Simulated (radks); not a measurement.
# Nuclear size and the levels of Bi⁴²⁺

The task here is to estimate one member of a computed series from the others.

Program: radks (a radial shooting solver on a logarithmic mesh, Libxc functionals) version 1. Level of theory: Dirac Kohn-Sham, relativistic LDA (MacDonald-Vosko exchange, VWN5 correlation), spin-unpolarised, spherical densities, finite nucleus; open shells fill j = l - 1/2 first. These are calculated values, not measurements, unless marked.

## Starting point

- element: bismuth (Z = 83)
- charge: +42
- electrons: 41
- configuration: [Kr] 4d5
- nuclear rms radius: 5.5211 fm

The first run:

Settings of this run:

```text
Z 83
configuration [Kr] 4d5 5s0 5p0
relativity Dirac
functional lda_x_rel,vwn5
spin unpolarised
j_filling energy
nucleus finite rms 5.5211 fm
c 137.035999084
```

Steps of the session up to this table: rms radius 5.5211 fm.

One table of the session follows, with a row left open; its other results are not shown here.

It belongs to the step «rms radius 5.5211 fm». Sizes of the orbitals, from the radial functions (bohr):

```
level     <r>  outermost maximum (interpolated)  90 % within  nodes
4s1/2  0.3479                             0.341        0.494      3
4p1/2       ?                                 ?            ?      ?
4p3/2  0.3682                             0.361        0.526      2
4d3/2  0.3563                             0.344        0.520      1
4d5/2  0.3631                             0.351        0.529      1
5s1/2  0.6038                             0.619        0.838      4
5p1/2  0.6069                             0.623        0.847      3
5p3/2  0.6387                             0.658        0.890      3
```

**Question.** Estimate the row for 4p1/2.

The run gave: <r>: 0.3440; outermost maximum (interpolated): 0.336; 90 % within: 0.493; nodes: 2. In the column «<r>» it is the lowest.
